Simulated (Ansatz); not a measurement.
# CH2FO (SMILES [O]CF): UB3LYP/STO-3G

What is the electronic atomisation energy of CH2FO at UB3LYP/STO-3G? 

The calculation is run with Ansatz 0.2.0.

56 further runs of the same task are left out: 56 set aside as unsound or not needed.

### 1 The structure to begin with

The species is CH2FO (5 atoms), meant as a doublet with charge 0. SMILES: `[O]CF`. The shape is that of a PBE0-D4/def2-TZVP optimisation.

Bond lengths: O1–C2 1.303 Å, C2–F3 1.376 Å, C2–H4 1.109 Å, C2–H5 1.109 Å. Angles: O1–C2–F3 115.4°, O1–C2–H4 109.4°, O1–C2–H5 109.4°, F3–C2–H4 107.5°, F3–C2–H5 107.5°, H4–C2–H5 107.3°.

### 2 The energy at UB3LYP/STO-3G

job.yaml reads:

```yaml
crystal:
  periodic: [false, false, false]
  atoms:
    - {symbol: O, position_ang: [-1.122700, 0.202700, 0.610000]}
    - {symbol: C, position_ang: [-0.009600, -0.012300, -0.033000]}
    - {symbol: F, position_ang: [1.105500, -0.174700, 0.757200]}
    - {symbol: H, position_ang: [-0.112900, -0.924800, -0.655200]}
    - {symbol: H, position_ang: [0.189500, 0.835500, -0.720300]}
basis:
  gaussian:
    orbitals: STO-3G
hamiltonian:
  xc: {name: B3LYP}
magnetization:
  spin_polarized: true
  initial_magnetization: 1
accuracy: high
```

Run with:

```bash
ansatz run job.yaml --threads 1 --pin off --max-ram 2610MiB --events-out events.jsonl --progress --plain --runs-dir runs
```

Output:

```text
Warning: RAYON_NUM_THREADS=1 ignored (pool sized by the plan → 1); use --threads N
Functional definition: B3LYP
  name "B3LYP"
  parameter a0 = 0.2
  parameter ax = 0.72
  parameter ac = 0.81
  exchange = (1 - a0 - ax)*slater_x + ax*b88_x + a0*exact_x
  correlation = (1 - ac)*vwn_rpa_c + ac*lyp_c
298 factors; integrals over basis functions are off by at most 3.5e-8 eV
mean field evaluation 1: about -5747.2700 eV, gradient 1.8e1 eV
mean field evaluation 2: about -5745.9693 eV, gradient 2.6e1 eV
mean field evaluation 4: about -5749.6348 eV, gradient 2.0e0 eV
mean field evaluation 8: about -5749.6581 eV, gradient 4.4e-2 eV
mean field evaluation 16: about -5749.6581 eV, gradient 3.1e-5 eV
mean field -5749.65812692 eV, -211.2960389062 hartree, gradient 5.7e-8 eV, S^2 0.752419; 2 other end points of the search recorded, 0 dependent functions left out
reference -5749.65814759 eV, -211.2960396656 hartree; 13, 12 occupied and 4, 5 virtual orbitals, 298 factors
Total energy: -5749.65814759 eV, -211.2960396656 hartree
```

Run time: 1.6 s. Hardware: 1 thread of Arm Neoverse V2, shared host; peak memory 0.12 GiB.

### 3 The C atom

job.yaml reads:

```yaml
crystal:
  periodic: [false, false, false]
  atoms:
    - {symbol: C, position_ang: [0.000000, 0.000000, 0.000000]}
basis:
  gaussian:
    orbitals: STO-3G
magnetization:
  spin_polarized: true
  initial_magnetization: 2
hamiltonian:
  xc: {name: B3LYP}
accuracy: high
```

Run the same way, it converges to -37.35240 Eh (log not shown).

### 4 The F atom, same level

input.yaml reads:

```yaml
crystal:
  periodic: [false, false, false]
  atoms:
    - {symbol: F, position_ang: [0.000000, 0.000000, 0.000000]}
basis:
  gaussian:
    orbitals: STO-3G
magnetization:
  spin_polarized: true
  initial_magnetization: 1
hamiltonian:
  xc: {name: B3LYP}
accuracy: high
```

Run with:

```bash
ansatz run input.yaml --threads 1 --pin off --max-ram 2610MiB --events-out events.jsonl --progress --plain --runs-dir runs
```

Output, cut to the lines that bear on the results:

```text
Warning: RAYON_NUM_THREADS=1 ignored (pool sized by the plan → 1); use --threads N
[... 7 set-up lines as earlier in the session ...]
15 factors; integrals over basis functions are off by at most 1.2e-9 eV
mean field evaluation 1: about -2674.0343 eV, gradient 2.4e-12 eV
mean field evaluation 2: about -2674.0352 eV, gradient 9.9e-12 eV
mean field -2674.03521515 eV, -98.2689816307 hartree, gradient 0.0e0 eV, S^2 0.750000; 0 other end points of the search recorded, 0 dependent functions left out
reference -2674.03522206 eV, -98.2689818845 hartree; 5, 4 occupied and 0, 1 virtual orbitals, 15 factors
Total energy: -2674.03522206 eV, -98.2689818845 hartree
```

It took 0.16 s on 1 thread of Arm Neoverse V2, shared host.

### 5 The H atom at the same level

run.yaml reads:

```yaml
crystal:
  periodic: [false, false, false]
  atoms:
    - symbol: H
      position_ang: [0.000000, 0.000000, 0.000000]
basis:
  gaussian: {orbitals: STO-3G}
magnetization: {spin_polarized: true, initial_magnetization: 1}
hamiltonian: {xc: {name: B3LYP}}
accuracy: high
```

Run with:

```bash
ansatz run run.yaml --threads 1 --pin off --max-ram 2610MiB --events-out events.jsonl --progress --plain --runs-dir runs
```

Output, cut to the lines that bear on the results:

```text
Warning: RAYON_NUM_THREADS=1 ignored (pool sized by the plan → 1); use --threads N
[... 7 set-up lines as earlier in the session ...]
1 factors; integrals over basis functions are off by at most 4.6e-10 eV
mean field evaluation 1: about -12.7222 eV, gradient 0.0e0 eV
mean field evaluation 2: about -12.7222 eV, gradient 0.0e0 eV
mean field -12.72219657 eV, -0.4675321004 hartree, gradient 0.0e0 eV, S^2 0.750000; 0 other end points of the search recorded, 0 dependent functions left out
reference -12.72220983 eV, -0.4675325880 hartree; 1, 0 occupied and 0, 1 virtual orbitals, 1 factors
Total energy: -12.72220983 eV, -0.4675325880 hartree
```

Run time: 0.08 s. Hardware: 1 thread of Arm Neoverse V2, shared host.

### 6 The O atom, same level

in.yaml reads:

```yaml
crystal:
  periodic: [false, false, false]
  atoms:
    - {symbol: O, position_ang: [0.000000, 0.000000, 0.000000]}
basis:
  gaussian:
    orbitals: STO-3G
magnetization:
  spin_polarized: true
  initial_magnetization: 2
accuracy: high
hamiltonian:
  xc: {name: B3LYP}
```

Run the same way, it converges to -74.03486 Eh (log not shown).

### 7 What came out

Level: UB3LYP/STO-3G.

| quantity | value |
| --- | --- |
| molecule: total energy | -211.29604 Eh |
| molecule: ⟨S²⟩ | 0.752 |
| C atom: total energy | -37.35240 Eh |
| C atom: ⟨S²⟩ | 2.000 |
| F atom: total energy | -98.26898 Eh |
| F atom: ⟨S²⟩ | 0.750 |
| H atom: total energy | -0.46753 Eh |
| H atom: ⟨S²⟩ | 0.750 |
| O atom: total energy | -74.03486 Eh |
| O atom: ⟨S²⟩ | 2.000 |
| electronic atomisation energy | 19.177 eV |

**Reading.** Taking the molecule apart into free atoms costs 19.18 eV (1850 kJ/mol), before zero-point energy and without spin-orbit coupling. In a minimal basis such a difference can be off by several eV, whatever the method.
